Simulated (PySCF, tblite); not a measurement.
**C₆H₁₅BN₂: geometry, infrared bands, NMR shifts and electronic excitations**

Wanted: the infrared bands, NMR shifts and electronic excitations of C₆H₁₅BN₂ (`C[NH2+][B@-](C)(C#N)C(C)C`), by calculation.

The runs use tblite 0.8.0 and PySCF 2.14.0, with density-fitted response routines of our own; the level of theory stands in each step. All values are computed, except where a source is named. Atoms count from 0, in the outputs and in this text.

**1. Starting geometry**

24 atoms, charge 0, multiplicity 1; geometry from: GFN2-xTB.

Bonds of the start (Å): C0–N1 1.46, N1–B2 1.65, B2–C3 1.63, B2–C4 1.55, C4–N5 1.15, B2–C6 1.64, C6–C7 1.53, C6–C8 1.53, C0–H9 1.09, C0–H10 1.09, C0–H11 1.09, N1–H12 1.02, N1–H13 1.02, C3–H14 1.09, C3–H15 1.09, C3–H16 1.09, C6–H17 1.10, C7–H18 1.09, C7–H19 1.09, C7–H20 1.09, C8–H21 1.09, C8–H22 1.09, C8–H23 1.09.

**2. Vibrational analysis with GFN2-xTB**

What the job is given:

```
{"job": {"kind": "ir", "xc": "GFN2-xTB", "basis": "xTB"}, "charge": 0, "multiplicity": 1}
C      2.446371     0.394559     0.812061
N      0.998311     0.190996     0.846509
B      0.260154    -0.055486    -0.606183
C      0.771057    -1.487992    -1.180325
C      0.722568     1.125670    -1.502278
N      1.077490     2.006986    -2.149463
C     -1.357846     0.029034    -0.322506
C     -1.868820    -1.022776     0.668974
C     -1.815299     1.417650     0.143416
H      2.669577     1.235884     0.158536
H      2.849561     0.591426     1.806762
H      2.924559    -0.491878     0.402362
H      0.765927    -0.620284     1.414819
H      0.538806     1.005659     1.249456
H      0.687689    -2.285829    -0.441737
H      0.179225    -1.793365    -2.039943
H      1.807388    -1.464238    -1.515209
H     -1.864028    -0.162420    -1.275148
H     -1.479260    -0.851194     1.674215
H     -2.955606    -0.990463     0.735936
H     -1.583879    -2.023373     0.354454
H     -2.902534     1.479816     0.164940
H     -1.461333     1.642676     1.152184
H     -1.445294     2.188227    -0.529155
```

**Question.** This job is followed by: PBE0-D3(BJ)/def2-SVP geometry optimisation, gas phase; GIAO PBE0/pcSseg-1 NMR shielding, non-relativistic, gas phase; TDDFT CAM-B3LYP/def2-SVPD, vertical, gas phase, core orbitals frozen in the response; GIAO wB97X-D/pcSseg-1 NMR shielding, non-relativistic, gas phase. Predict these results of the whole session: strongest single infrared mode (GFN2-xTB); zero-point energy (GFN2-xTB); point group; rotational constants (main isotopes); 13C shifts against TMS (PBE0/pcSseg-1); 1H shifts against TMS (PBE0/pcSseg-1, means over atoms taken as alike); 15N shifts against NH3 (PBE0/pcSseg-1); 11B shifts against BF3·OEt2 (PBE0/pcSseg-1); lowest singlet (CAM-B3LYP/def2-SVPD); brightest single state of those computed; lowest triplet; vertical ionisation energy (ΔSCF); range of the shift of N1.

The runs gave:

| quantity | value |
| --- | --- |
| strongest single infrared mode (GFN2-xTB) | 2975 cm⁻¹, 143 km/mol |
| zero-point energy (GFN2-xTB) | 131.5 kcal/mol |
| point group | C1 |
| rotational constants (main isotopes) | 1.73, 1.25, 1.06 GHz |
| 13C shifts against TMS (PBE0/pcSseg-1) | 138.0, 28.6, 21.1, 19.2, 18.9, 3.1 ppm |
| 1H shifts against TMS (PBE0/pcSseg-1, means over atoms taken as alike) | 2.62, 2.60, 1.91, 0.96, 0.66, 0.58, -0.09 ppm |
| 15N shifts against NH3 (PBE0/pcSseg-1) | 337.6, 49.3 ppm |
| 11B shifts against BF3·OEt2 (PBE0/pcSseg-1) | -15.0 ppm |
| lowest singlet (CAM-B3LYP/def2-SVPD) | 6.76 eV (184 nm), f = 0.008 |
| brightest single state of those computed | state 10, 8.42 eV, f = 0.027 |
| lowest triplet | 6.19 eV |
| vertical ionisation energy (ΔSCF) | 9.62 eV |
| range of the shift of N1 | 47.1 to 49.3 ppm |

In words: All 66 modes are real, so the xTB geometry is a minimum. The strongest single mode, at 2975 cm⁻¹, moves mainly H18. GFN2-xTB is a fitted tight-binding method: band positions and strengths are rough. Its intensities can rank the bands wrongly. The optimisation took 7 steps and gained 0.102 eV; among the close pairs (by a distance rule), B2–C4 changed most, from 1.553 to 1.596 Å. The most deshielded hydrogen is H9, H10, H11 (mean) (hydrogen on a methyl carbon bonded to N), at 2.62 ppm: its carbon carries N, which withdraws density. At PBE0/pcSseg-1: The largest span, 542 ppm, is at N5, where the paramagnetic term is -414 ppm. The lowest singlet, at 6.76 eV, is HOMO→LUMO 0.87 and is weak; of the 10 states computed, the strongest absorption comes from state 10 at 8.42 eV (the last computed, so partners may be missing). The lowest triplet lies 0.57 eV below the lowest singlet (triplets in Tamm-Dancoff, singlets in full TDDFT). ΔSCF puts the ionisation energy at 9.62 eV, 0.60 eV above −ε(HOMO). In ppm, N1 moves most: its shift spreads over 2.3 ppm, from 47.1 (wB97X-D/pcSseg-1) to 49.3 (PBE0/pcSseg-1). Most of that comes from the computed reference, not from the atom's own shielding.
